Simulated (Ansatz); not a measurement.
# CH₂BFO: basis-set convergence

Aim: see how fast density functionals converge with the basis set for CH₂BFO.

Method: one geometry, several basis sets; program: Ansatz 0.2.0, Gaussian basis.

Levels to be run: PBE0-D4/def2-SVP; ωB97M-V/def2-SVP; PBE0-D4/def2-QZVPP; ωB97M-V/def2-QZVPP; the functionals' def2-TZVPP values are taken from earlier runs.

## (1) Structure used throughout

An earlier PBE0-D4 in a triple-zeta def2 set relaxation fixed the geometry.

SMILES `FB1CO1`, 6 atoms, charge 0, spin multiplicity 1.

Atoms are counted from 1 here; the program's logs count them from 0.

Bond lengths: F1–B2 1.306 Å, B2–C3 1.500 Å, B2–O4 1.324 Å, C3–O4 1.531 Å, C3–H5 1.086 Å, C3–H6 1.086 Å. Angles: F1–B2–C3 156.9°, F1–B2–O4 137.8°, C3–B2–O4 65.3°, B2–C3–O4 51.8°, B2–C3–H5 122.6°, B2–C3–H6 122.6°, O4–C3–H5 112.1°, O4–C3–H6 112.1°, H5–C3–H6 114.4°, B2–O4–C3 62.9°.

Coordinates:

```
F    -0.7727   -1.9446    0.4125
B    -0.3845   -0.7557    0.0375
C     0.3960    0.5240    0.0982
O    -0.6521    0.1024   -0.9346
H     1.3833    0.6292   -0.3419
H     0.0720    1.3805    0.6822
```

## (2) PBE0-D4 in def2-SVP

File in.yaml:

```yaml
crystal:
  periodic: [false, false, false]
  atoms:
    - {symbol: F, position_ang: [-0.772706, -1.944572, 0.412531]}
    - {symbol: B, position_ang: [-0.384533, -0.755699, 0.037479]}
    - {symbol: C, position_ang: [0.396004, 0.524024, 0.098189]}
    - {symbol: O, position_ang: [-0.652115, 0.102430, -0.934629]}
    - {symbol: H, position_ang: [1.383336, 0.629245, -0.341887]}
    - {symbol: H, position_ang: [0.072014, 1.380472, 0.682218]}
basis:
  gaussian: {orbitals: def2-SVP}
hamiltonian: {xc: pbe0, dispersion: d4}
output: {orbitals: {seedname: orbitals}}
```

Started as:

```sh
$ ansatz run in.yaml --threads 2 --pin off --events-out ev --progress --plain --max-ram 4352MiB
```

Further steps of the session: ωB97M-V in def2-SVP; PBE0-D4 in def2-QZVPP; ωB97M-V in def2-QZVPP.

Before running them: what should the planned runs give, taken together? Wanted: PBE0-D4: double and triple zeta above quadruple; ωB97M-V: double and triple zeta above quadruple.

As calculated:

| quantity | value |
| --- | --- |
| PBE0-D4: double and triple zeta above quadruple | 8.05, 0.36 eV |
| ωB97M-V: double and triple zeta above quadruple | 8.21, 0.33 eV |

**Reading.** For PBE0-D4 the step from double to triple zeta gains 7.69 eV and the next only 0.36 eV. Total energies overstate the basis error of differences, where much of it tends to cancel. The LUMO of ωB97M-V is positive and keeps falling with the basis (3.06 to 1.57 eV): an unbound level that the basis holds in place.
